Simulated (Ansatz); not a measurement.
# HfO2: the cost of one run

Computed with Ansatz 0.2.0 (DFT PBE, scalar-relativistic, plane waves, PAW, unless a step's input says otherwise).

**1. The starting structure**

Symmetry: P4_2/nmc, No. 137, tetragonal system. The conventional cell has a = 3.558 Å, b = 3.558 Å, c = 5.172 Å, α = 90.00°, β = 90.00°, γ = 90.00°. Hf (site symmetry -4m2) has 4 O at 2.05 Å in its first shell of neighbours. O (site symmetry 2mm) is surrounded by 2 Hf at 2.05 Å.

As a file:

```
CELL_PARAMETERS angstrom
3.55802 -3.55802 -5.17186
3.55802 -3.55802 5.17186
-7.11604 -7.11604 0.00000
ATOMIC_POSITIONS crystal
Hf 0.75000 0.25000 0.75000
Hf 0.25000 0.75000 0.75000
Hf 0.50000 0.00000 0.50000
Hf 0.00000 0.50000 0.50000
Hf 0.25000 0.75000 0.25000
Hf 0.75000 0.25000 0.25000
Hf 0.00000 0.50000 0.00000
Hf 0.50000 0.00000 0.00000
Hf 0.00000 0.00000 0.00000
Hf 0.50000 0.50000 0.00000
Hf 0.75000 0.75000 0.75000
Hf 0.25000 0.25000 0.75000
Hf 0.50000 0.50000 0.50000
Hf 0.00000 0.00000 0.50000
Hf 0.25000 0.25000 0.25000
Hf 0.75000 0.75000 0.25000
O 0.52640 0.22360 0.87500
O 0.02640 0.72360 0.87500
O 0.27640 0.97360 0.62500
O 0.77640 0.47360 0.62500
O 0.02640 0.72360 0.37500
O 0.52640 0.22360 0.37500
O 0.77640 0.47360 0.12500
O 0.27640 0.97360 0.12500
O 0.72360 0.52640 0.87500
O 0.22360 0.02640 0.87500
O 0.47360 0.27640 0.62500
O 0.97360 0.77640 0.62500
O 0.22360 0.02640 0.37500
O 0.72360 0.52640 0.37500
O 0.97360 0.77640 0.12500
O 0.47360 0.27640 0.12500
O 0.97360 0.27640 0.87500
O 0.47360 0.77640 0.87500
O 0.72360 0.02640 0.62500
O 0.22360 0.52640 0.62500
O 0.47360 0.77640 0.37500
O 0.97360 0.27640 0.37500
O 0.22360 0.52640 0.12500
O 0.72360 0.02640 0.12500
O 0.77640 0.97360 0.87500
O 0.27640 0.47360 0.87500
O 0.52640 0.72360 0.62500
O 0.02640 0.22360 0.62500
O 0.27640 0.47360 0.37500
O 0.77640 0.97360 0.37500
O 0.02640 0.22360 0.12500
O 0.52640 0.72360 0.12500
```

The runs take a perfect supercell of 48 atoms; the defect goes to fractional position (0.750, 0.250, 0.750).

**2. The perfect supercell**

The input, input.yaml:

```yaml
crystal:
  lattice:
    - [3.558019, -3.558019, -5.171861]
    - [3.558019, -3.558019, 5.171861]
    - [-7.116039, -7.116039, 0.0]
  atoms:
    - { symbol: Hf, position: [0.75, 0.25, 0.75] }
    - { symbol: Hf, position: [0.25, 0.75, 0.75] }
    - { symbol: Hf, position: [0.5, 0.0, 0.5] }
    - { symbol: Hf, position: [0.0, 0.5, 0.5] }
    - { symbol: Hf, position: [0.25, 0.75, 0.25] }
    - { symbol: Hf, position: [0.75, 0.25, 0.25] }
    - { symbol: Hf, position: [0.0, 0.5, 0.0] }
    - { symbol: Hf, position: [0.5, 0.0, 0.0] }
    - { symbol: Hf, position: [0.0, 0.0, 0.0] }
    - { symbol: Hf, position: [0.5, 0.5, 0.0] }
    - { symbol: Hf, position: [0.75, 0.75, 0.75] }
    - { symbol: Hf, position: [0.25, 0.25, 0.75] }
    - { symbol: Hf, position: [0.5, 0.5, 0.5] }
    - { symbol: Hf, position: [0.0, 0.0, 0.5] }
    - { symbol: Hf, position: [0.25, 0.25, 0.25] }
    - { symbol: Hf, position: [0.75, 0.75, 0.25] }
    - { symbol: O, position: [0.526396, 0.223604, 0.875] }
    - { symbol: O, position: [0.026396, 0.723604, 0.875] }
    - { symbol: O, position: [0.276396, 0.973604, 0.625] }
    - { symbol: O, position: [0.776396, 0.473604, 0.625] }
    - { symbol: O, position: [0.026396, 0.723604, 0.375] }
    - { symbol: O, position: [0.526396, 0.223604, 0.375] }
    - { symbol: O, position: [0.776396, 0.473604, 0.125] }
    - { symbol: O, position: [0.276396, 0.973604, 0.125] }
    - { symbol: O, position: [0.723604, 0.526396, 0.875] }
    - { symbol: O, position: [0.223604, 0.026396, 0.875] }
    - { symbol: O, position: [0.473604, 0.276396, 0.625] }
    - { symbol: O, position: [0.973604, 0.776396, 0.625] }
    - { symbol: O, position: [0.223604, 0.026396, 0.375] }
    - { symbol: O, position: [0.723604, 0.526396, 0.375] }
    - { symbol: O, position: [0.973604, 0.776396, 0.125] }
    - { symbol: O, position: [0.473604, 0.276396, 0.125] }
    - { symbol: O, position: [0.973604, 0.276396, 0.875] }
    - { symbol: O, position: [0.473604, 0.776396, 0.875] }
    - { symbol: O, position: [0.723604, 0.026396, 0.625] }
    - { symbol: O, position: [0.223604, 0.526396, 0.625] }
    - { symbol: O, position: [0.473604, 0.776396, 0.375] }
    - { symbol: O, position: [0.973604, 0.276396, 0.375] }
    - { symbol: O, position: [0.223604, 0.526396, 0.125] }
    - { symbol: O, position: [0.723604, 0.026396, 0.125] }
    - { symbol: O, position: [0.776396, 0.973604, 0.875] }
    - { symbol: O, position: [0.276396, 0.473604, 0.875] }
    - { symbol: O, position: [0.526396, 0.723604, 0.625] }
    - { symbol: O, position: [0.026396, 0.223604, 0.625] }
    - { symbol: O, position: [0.276396, 0.473604, 0.375] }
    - { symbol: O, position: [0.776396, 0.973604, 0.375] }
    - { symbol: O, position: [0.026396, 0.223604, 0.125] }
    - { symbol: O, position: [0.526396, 0.723604, 0.125] }
basis:
  ecutwfc: 420
  fft_grid_basis: typed
kpoints:
  mp_grid: { grid: [2, 2, 1] }
hamiltonian:
  xc: pbe
  pseudopotentials: { kind: paw }
scf:
  occupations: { method: gaussian, width: 0.05 }
output:
  forces: true
  stress: false
  eigenvalues: true
  bader: false
  write_density: true
  volumetric_format: npy
```

On the command line:

```console
ansatz run input.yaml --threads 4 --pin off --max-ram 10240MiB --backend cpu --events-out ev --progress --plain --runs-dir out
```

What time and memory should one allow on 4 threads of Arm Neoverse V2, shared host?

About 11 s, with a peak of 2.5 GiB.
